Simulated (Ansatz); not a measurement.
# CH3ClF2STi: taking an electron away

One table from this session's results is given with a row withheld; the runs are named, their logs left out.

Method: unrestricted cation, the program's frozen cores in correlated methods; program: Ansatz 0.2.0, Gaussian basis.

The runs, in order: UKS PBE-D4/def2-TZVPP; UKS r2SCAN-D4/def2-TZVPP; UKS PBE0-D4/def2-TZVPP; UKS B3LYP-D4/def2-TZVPP; UKS wB97X-V/def2-TZVPP; UKS wB97M-V/def2-TZVPP; UKS B2PLYP/def2-TZVPP; UHF-CCSD(T)/def2-TZVPP; UHF-MP2/def2-QZVPP; extrapolation to the limit; then −ε(HOMO) from the neutral's earlier runs with LDA (SPW92), PBE-D4, revPBE-D4, BLYP-D4, r2SCAN-D4, B97M-V, PBE0-D4, B3LYP-D4, r2SCANh-D4, r2SCAN0-D4, HSE06-D4, BHLYP-D4, CAM-B3LYP-D4, LC-ωPBE, ωB97X-V, ωB97M-V.

## Structure used throughout

An earlier PBE0-D4 in a triple-zeta def2 set relaxation fixed the geometry.

SMILES `C[S][Ti]([F])([F])[Cl]`, 9 atoms, charge 0, spin multiplicity 1.

Atoms are counted from 1 here; the program's logs count them from 0.

Bond lengths: C1–S2 1.822 Å, C1–H7 1.090 Å, C1–H8 1.090 Å, C1–H9 1.089 Å, S2–Ti3 2.243 Å, Ti3–F4 1.750 Å, Ti3–F5 1.739 Å, Ti3–Cl6 2.192 Å. Angles: S2–C1–H7 107.0°, S2–C1–H8 111.6°, S2–C1–H9 109.7°, H7–C1–H8 108.6°, H7–C1–H9 109.8°, H8–C1–H9 110.1°, C1–S2–Ti3 97.5°, S2–Ti3–F4 107.5°, S2–Ti3–F5 106.3°, S2–Ti3–Cl6 107.8°, F4–Ti3–F5 113.6°, F4–Ti3–Cl6 108.6°, F5–Ti3–Cl6 112.7°.

The first run:

File in.yaml:

```yaml
crystal:
  periodic: [false, false, false]
  atoms:
    - {symbol: C, position_ang: [-1.301041, 0.453875, 0.690092]}
    - {symbol: S, position_ang: [-0.747690, 0.606041, -1.038650]}
    - {symbol: Ti, position_ang: [1.206352, -0.471783, -0.815160]}
    - {symbol: F, position_ang: [0.870496, -2.022393, -0.076694]}
    - {symbol: F, position_ang: [1.884287, -0.592485, -2.412503]}
    - {symbol: Cl, position_ang: [2.463646, 0.693645, 0.550248]}
    - {symbol: H, position_ang: [-2.383872, 0.574744, 0.688947]}
    - {symbol: H, position_ang: [-1.059976, -0.525421, 1.104295]}
    - {symbol: H, position_ang: [-0.843799, 1.237478, 1.292326]}
basis:
  gaussian: {orbitals: def2-TZVPP}
total_charge: 1
magnetization: {spin_polarized: true, initial_magnetization: 1}
hamiltonian: {xc: pbe, dispersion: d4}
```

Among the steps run: Cation, UKS PBE-D4/def2-TZVPP; Cation, UKS r2SCAN-D4/def2-TZVPP; Cation, UKS PBE0-D4/def2-TZVPP; Cation, UKS B3LYP-D4/def2-TZVPP; Cation, UKS wB97X-V/def2-TZVPP; Cation, UKS wB97M-V/def2-TZVPP; Cation, UKS B2PLYP (frozen core)/def2-TZVPP; Cation, UHF-CCSD(T)/def2-TZVPP; Cation, UHF-MP2/def2-QZVPP.

One of the session's tables, all rows but one given; the rest of the session is left out.

Orbital estimates, from the neutral's runs:

| functional | −ε(HOMO) (eV) |
| --- | --- |
| LDA (SPW92) | 6.82 |
| PBE-D4 | 6.67 |
| revPBE-D4 | 6.60 |
| BLYP-D4 | 6.52 |
| r2SCAN-D4 | 6.94 |
| B97M-V | 7.01 |
| PBE0-D4 | 7.87 |
| B3LYP-D4 | 7.64 |
| r2SCANh-D4 | ? |
| r2SCAN0-D4 | 8.05 |
| HSE06-D4 | 7.47 |
| BHLYP-D4 | 8.93 |
| CAM-B3LYP-D4 | 9.15 |
| LC-ωPBE | 10.47 |
| ωB97X-V | 10.13 |
| ωB97M-V | 9.97 |

Q: Estimate the row for r2SCANh-D4 from the others.

Worked estimate for «−ε(HOMO) (eV)». Against the share of exact exchange, r2SCAN-D4 (0, 6.94), r2SCAN0-D4 (0.25, 8.05) give a slope of 4.44 per unit share; at 0.1 the line stands at 7.38.

The run gave: −ε(HOMO) (eV): 7.38. In «−ε(HOMO) (eV)» the line misses by 0.00.
